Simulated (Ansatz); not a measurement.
# C4H11InO2S: basis-set convergence

The task here is to estimate one member of a computed series from the others.

Program: Ansatz 0.2.0, Gaussian basis. Level of theory: one geometry, several basis sets. These are calculated values, not measurements.

The runs, in order: PBE0-D4/def2-SVP; ωB97M-V/def2-SVP; PBE0-D4/def2-QZVPP; ωB97M-V/def2-QZVPP; the functionals' def2-TZVPP values are taken from earlier runs.

**The relaxed structure**

An earlier PBE0-D4 in a triple-zeta def2 set relaxation fixed the geometry. In takes the def2 core potential; no spin-orbit term is included.

19 atoms, charge 0, spin multiplicity 1.

Atoms are counted from 1 here; the program's logs count them from 0.

Bond lengths: C1–O2 1.407 Å, C1–H9 1.097 Å, C1–H10 1.097 Å, C1–H11 1.096 Å, O2–In3 1.972 Å, In3–S4 2.363 Å, In3–O5 1.978 Å, S4–H12 1.345 Å, O5–C6 1.410 Å, C6–C7 1.518 Å, C6–C8 1.518 Å, C6–H13 1.100 Å, C7–H14 1.097 Å, C7–H15 1.092 Å, C7–H16 1.093 Å, C8–H17 1.093 Å, C8–H18 1.097 Å, C8–H19 1.092 Å. Angles: O2–C1–H9 111.3°, O2–C1–H10 113.5°, O2–C1–H11 108.6°, H9–C1–H10 107.6°, H9–C1–H11 107.8°, H10–C1–H11 107.8°, C1–O2–In3 121.6°, O2–In3–S4 118.4°, O2–In3–O5 112.1°, S4–In3–O5 129.5°, In3–S4–H12 92.2°, In3–O5–C6 122.7°, O5–C6–C7 111.5°, O5–C6–C8 111.6°, O5–C6–H13 105.3°, C7–C6–C8 111.9°, C7–C6–H13 108.1°, C8–C6–H13 108.1° and more.

Set-up of the first run:

The input, in.yaml:

```yaml
crystal:
  periodic: [false, false, false]
  atoms:
    - {symbol: C, position_ang: [3.298123, -1.242324, 0.505046]}
    - {symbol: O, position_ang: [2.942126, -0.328476, -0.504470]}
    - {symbol: In, position_ang: [1.078062, 0.267698, -0.747780]}
    - {symbol: S, position_ang: [0.583279, 1.697242, -2.563092]}
    - {symbol: O, position_ang: [-0.119246, -0.443465, 0.657492]}
    - {symbol: C, position_ang: [-1.491928, -0.128274, 0.719704]}
    - {symbol: C, position_ang: [-2.235776, -0.635279, -0.502037]}
    - {symbol: C, position_ang: [-1.713497, 1.356473, 0.942041]}
    - {symbol: H, position_ang: [3.255089, -2.276191, 0.139459]}
    - {symbol: H, position_ang: [2.662698, -1.178203, 1.396825]}
    - {symbol: H, position_ang: [4.329699, -1.038785, 0.812869]}
    - {symbol: H, position_ang: [1.860438, 1.688490, -2.985051]}
    - {symbol: H, position_ang: [-1.872754, -0.666520, 1.599652]}
    - {symbol: H, position_ang: [-1.907415, -0.103411, -1.403816]}
    - {symbol: H, position_ang: [-2.050527, -1.701748, -0.644162]}
    - {symbol: H, position_ang: [-3.313665, -0.481515, -0.406463]}
    - {symbol: H, position_ang: [-2.771799, 1.585030, 1.091758]}
    - {symbol: H, position_ang: [-1.373339, 1.933089, 0.072703]}
    - {symbol: H, position_ang: [-1.159569, 1.696159, 1.819333]}
basis:
  gaussian: {orbitals: def2-SVP}
hamiltonian: {xc: pbe0, dispersion: d4}
output: {orbitals: {seedname: orbitals}}
```

The run is started by

```bash
> ansatz run in.yaml --threads 2 --pin off --events-out ev --progress --plain --max-ram 22528MiB --backend cpu
```

Steps of the session up to this table: PBE0-D4 in def2-SVP; ωB97M-V in def2-SVP; PBE0-D4 in def2-QZVPP; ωB97M-V in def2-QZVPP.

One of the session's tables, all rows but one given; the rest of the session is left out.

It belongs to the step «Density functionals: the series». 

| functional | basis | HOMO (eV) | LUMO (eV) |
| --- | --- | --- | --- |
| PBE0-D4 | def2-SVP | -7.30 | -1.44 |
| PBE0-D4 | def2-TZVPP | ? | ? |
| PBE0-D4 | def2-QZVPP | -7.49 | -1.67 |
| ωB97M-V | def2-SVP | -9.63 | 0.53 |
| ωB97M-V | def2-TZVPP | -9.81 | 0.26 |
| ωB97M-V | def2-QZVPP | -9.84 | 0.06 |

**Question.** Estimate the row for PBE0-D4, def2-TZVPP.

The run gave: HOMO (eV): -7.46; LUMO (eV): -1.60. In the column «HOMO (eV)» it lies between PBE0-D4, def2-QZVPP (-7.49) and PBE0-D4, def2-SVP (-7.30).
